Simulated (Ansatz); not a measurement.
## AlBrCl, SMILES [Cl][Al][Br]: a single point in a Gaussian basis

Computed with Ansatz 0.2.0 through its Python package.

The script, `albrcl_energy.py`:
```python
'''Single point of AlBrCl in a Gaussian basis.'''

from pathlib import Path

import ansatz as az

BASIS = '6-31G*'
FUNCTIONAL = 'b3lyp'

GEOMETRY = '''
Cl    0.46230    1.84530    0.44490
Al   -0.67790    0.13070   -0.35390
Br    0.20460   -2.04080   -0.10420
'''


def main() -> None:
    mol = az.Crystal.molecule()
    for line in GEOMETRY.strip().splitlines():
        symbol, *xyz = line.split()
        mol = mol.atom(symbol, [float(v) for v in xyz])

    model = (
        mol.calculation()
        .basis(gaussian=BASIS)
        .functional(FUNCTIONAL)
        .spin('collinear', total=1)
        .orbitals()
    )
    done = model.run(threads=1, runs_dir='albrcl_runs')
    report = done.report

    for key in ('converged', 'free_energy_ev', 'reference_energy_ev', 'n_frozen', 'n_occupied', 'n_virtual'):
        print(f'{key:22s} {report[key]}')

    lines = Path(report['orbitals_path']).read_text().splitlines()
    field_of = lambda key: [line.split('=')[1].strip() for line in lines if line.startswith(key)]
    orbitals = [(27.211386 * float(e), s, float(n)) for e, s, n in zip(field_of('Ene='), field_of('Spin='), field_of('Occup='))]
    homo = max(e for e, _, n in orbitals if n > 0.5)
    lumo = min(e for e, _, n in orbitals if n < 0.5)
    for e, spin, n in sorted(orbitals):
        if homo - 10 < e < lumo + 5:
            print(f'{spin:6s} {e:10.3f} eV  occupation {n:.0f}')


if __name__ == '__main__':
    main()
```

```console
$ python albrcl_energy.py
converged              True
free_energy_ev         -89161.09185042496
reference_energy_ev    -89161.09185042496
n_frozen               0
n_occupied             [33, 32]
n_virtual              [40, 41]
Alpha     -11.941 eV  occupation 1
Beta      -11.548 eV  occupation 1
Alpha     -10.225 eV  occupation 1
Beta       -9.898 eV  occupation 1
Alpha      -9.230 eV  occupation 1
Alpha      -9.211 eV  occupation 1
Beta       -9.153 eV  occupation 1
Beta       -9.081 eV  occupation 1
Alpha      -8.545 eV  occupation 1
Beta       -8.493 eV  occupation 1
Alpha      -8.439 eV  occupation 1
Beta       -8.353 eV  occupation 1
Alpha      -6.737 eV  occupation 1
Beta       -4.188 eV  occupation 0
Alpha      -2.379 eV  occupation 0
Beta       -1.763 eV  occupation 0
Alpha      -0.363 eV  occupation 0
Beta       -0.037 eV  occupation 0
Alpha       0.087 eV  occupation 0
Beta        0.527 eV  occupation 0
```

What to keep in mind:
- Total energies depend on the basis set; only differences at equal settings carry meaning.
- The geometry is a force-field or estimated start, not a minimum of this method, and the basis set is short of its limit.
- The species is open-shell (spin multiplicity 2).
- b3lyp holds the VWN-RPA fit, as in Gaussian; the form of ORCA and Turbomole is b3lyp5.
- Levels such as HOMO and LUMO are orbital energies: with these approximate functionals they aren't the ionisation energy and electron affinity, and their gap isn't the fundamental gap.
- Timing: 3.8 s on 1 thread of Arm Neoverse V2, with other jobs on the host, peak memory 0.24 GiB.

(Lines on the test bed's own set-up are left out of the output.)
